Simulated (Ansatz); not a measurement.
# C2H8AlN: a ladder of functionals and wavefunction methods

An exercise on one series of results from a longer session: the logs are not shown, and one member is left open.

Program: Ansatz 0.2.0, Gaussian basis. Level of theory: functionals in def2-TZVPP, the program's frozen cores in correlated methods. These are calculated values, not measurements.

Plan: LDA (SPW92), PBE-D4, revPBE-D4, BLYP-D4, r2SCAN-D4, B97M-V, PBE0-D4, B3LYP-D4, r2SCANh-D4, r2SCAN0-D4, HSE06-D4, BHLYP-D4, CAM-B3LYP-D4, LC-ωPBE, ωB97X-V, ωB97M-V, B2PLYP, PBE-QIDH; CCSD(T)/def2-SVP; CCSD(T)/def2-TZVPP; CCSD(T)/def2-QZVPP; extrapolation to the limit; RPA on PBE.

## Structure used throughout

The geometry comes from an earlier relaxation with PBE0-D4 in a triple-zeta def2 set; it is a stationary point, not always the lowest conformer.

SMILES `C[N](C)[AlH2]`, 12 atoms, charge 0, spin multiplicity 1.

Atoms are counted from 1 here; the program's logs count them from 0.

Bond lengths: C1–N2 1.443 Å, C1–H5 1.092 Å, C1–H6 1.099 Å, C1–H7 1.099 Å, N2–C3 1.443 Å, N2–Al4 1.772 Å, C3–H8 1.092 Å, C3–H9 1.099 Å, C3–H10 1.099 Å, Al4–H11 1.584 Å, Al4–H12 1.584 Å. Angles: N2–C1–H5 110.8°, N2–C1–H6 111.6°, N2–C1–H7 111.5°, H5–C1–H6 107.8°, H5–C1–H7 107.8°, H6–C1–H7 107.1°, C1–N2–C3 112.3°, C1–N2–Al4 123.8°, C3–N2–Al4 123.8°, N2–C3–H8 110.8°, N2–C3–H9 111.6°, N2–C3–H10 111.5°, H8–C3–H9 107.8°, H8–C3–H10 107.8°, H9–C3–H10 107.1°, N2–Al4–H11 117.4°, N2–Al4–H12 117.4°, H11–Al4–H12 125.2°.

The first run:

Contents of in.yaml:

```yaml
crystal:
  periodic: [false, false, false]
  atoms:
    - {symbol: C, position_ang: [-0.110442, 1.292852, -0.505648]}
    - {symbol: N, position_ang: [-0.032113, -0.068143, -0.033097]}
    - {symbol: C, position_ang: [0.797978, -0.194535, 1.140205]}
    - {symbol: Al, position_ang: [-0.861863, -1.429960, -0.806404]}
    - {symbol: H, position_ang: [-0.744069, 1.358673, -1.393178]}
    - {symbol: H, position_ang: [-0.530687, 1.962184, 0.258671]}
    - {symbol: H, position_ang: [0.881590, 1.686248, -0.770045]}
    - {symbol: H, position_ang: [0.839214, -1.233567, 1.475219]}
    - {symbol: H, position_ang: [0.415419, 0.412962, 1.972909]}
    - {symbol: H, position_ang: [1.827646, 0.137289, 0.944066]}
    - {symbol: H, position_ang: [-1.735907, -1.116420, -2.089817]}
    - {symbol: H, position_ang: [-0.669863, -2.862882, -0.158882]}
basis:
  gaussian: {orbitals: def2-TZVPP}
hamiltonian: {xc: lda}
output: {orbitals: {seedname: orbitals}}
```

The run is started by

```
$ ansatz run in.yaml --threads 2 --pin off --events-out ev --progress --plain --max-ram 32768MiB --backend cpu
```

Steps of the session up to this table: LDA; PBE-D4 (GGA); revPBE-D4 (GGA); BLYP-D4 (GGA); r2SCAN-D4 (meta-GGA); B97M-V (meta-GGA); B3LYP-D4 (hybrid); r2SCANh-D4 (hybrid); r2SCAN0-D4 (hybrid); HSE06-D4 (hybrid); BHLYP-D4 (hybrid); CAM-B3LYP-D4 (range-separated); LC-ωPBE (range-separated); ωB97X-V (range-separated); ωB97M-V (range-separated); B2PLYP (double hybrid); PBE-QIDH (double hybrid).

One table of the session follows, with a row left open; its other results are not shown here.

It belongs to the step «Frontier levels by functional». 

```
  functional  HOMO (eV)  gap (eV)
 LDA (SPW92)      -5.41      3.72
      PBE-D4      -5.29      3.79
   revPBE-D4          ?         ?
     BLYP-D4      -5.17      3.79
   r2SCAN-D4      -5.48      4.30
      B97M-V      -5.62      4.20
     PBE0-D4      -6.47      5.72
    B3LYP-D4      -6.28      5.32
  r2SCANh-D4      -5.93      5.01
  r2SCAN0-D4      -6.62      6.06
    HSE06-D4      -6.08      4.96
    BHLYP-D4      -7.63      7.60
CAM-B3LYP-D4      -7.83      7.97
     LC-ωPBE      -9.15     10.37
     ωB97X-V      -8.83      9.92
     ωB97M-V      -8.76      9.57
```

**Question.** Estimate the row for revPBE-D4.

**Answer.** HOMO (eV): -5.23; gap (eV): 3.82. In the column «HOMO (eV)» it lies between PBE-D4 (-5.29) and BLYP-D4 (-5.17).
